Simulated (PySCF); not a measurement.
# The bond of RbBe+, level by level

One table from this session's results is given with a row withheld; the runs are named, their logs left out.

Program: PySCF 2.14.0. Level of theory: Rb x2c-SVPall, Be x2c-SVPall, spin-free X2C with a Gaussian nucleus. These are calculated values, not measurements.

Set-up of the first run:

A driver script around PySCF takes these settings:

| Property | Result |
| --- | --- |
| atoms | Rb, Be |
| charge | 1 |
| basis | Rb x2c-SVPall, Be x2c-SVPall |
| Hamiltonian | spin-free X2C with a Gaussian nucleus |
| basis functions | 59 |
| electrons treated | 40 |
| masses in u | 84.9118, 9.0122 |
| levels | PBE0, PBE, r²SCAN, PW91, M06-2X, BP86, ωB97X, HF, MP2, SCS-MP2, CCSD, CCSD(T) |
| grid | 80 radial by 434 angular points |
| occupations | held fixed by the projection of orbital angular momentum |
| dissociation limit | Rb+ + Be, each in its ground configuration |
| starting distance in angstrom | 3.120 |
| values of 2S to try | 0, 2 |

On the command line:

```bash
OMP_NUM_THREADS=1 python dia.py task.json out
```

Among the steps run: Set-up; First curve: PBE0; Excited determinants; PBE (GGA); r²SCAN; PW91 (GGA); M06-2X (hybrid meta-GGA); BP86 (GGA); ωB97X (range-separated hybrid); RHF (mean field); Correlated methods on the Hartree–Fock reference.

One table of the session follows, with a row left open; its other results are not shown here.

Energy (eV) from each level's lowest point:

```
R (Å)    RHF  RHF-MP2  RHF-SCS-MP2  RHF-CCSD  RHF-CCSD(T)
3.167  0.183    0.141        0.149       n/a          n/a
3.314  0.102    0.074        0.080     0.086        0.083
3.461  0.051    0.034        0.038     0.043        0.041
3.571      ?        ?            ?         ?            ?
3.682  0.011    0.005        0.006     0.010        0.009
3.792  0.003    0.000        0.001     0.003        0.002
3.940  0.000    0.001        0.000     0.000        0.000
4.124  0.004    0.008        0.006     0.003        0.004
4.345  0.015    0.024        0.020     0.013        0.014
4.639  0.035    0.047        0.043       n/a          n/a
```

Estimate the missing values for R (Å) = 3.571.

Worked estimate for «RHF». A straight line through the neighbours (3.461, 0.051) and (3.682, 0.011) gives 0.051 + (0.011 − 0.051) × (3.571 − 3.461) / (3.682 − 3.461) = 0.031; a parabola fitted to 4 rows on both sides gives 0.026.

The run gave: RHF: 0.026; RHF-MP2: 0.015; RHF-SCS-MP2: 0.018; RHF-CCSD: 0.023; RHF-CCSD(T): 0.021. In «RHF» the line misses by +0.005 and the parabola by 0.000.

State 2 has its PBE0 minimum 2.08 eV higher. The other levels ran on the lowest alone.

Limits of these values: The bond is weak, and basis-set superposition, which was not computed, may be a sizeable part of it.
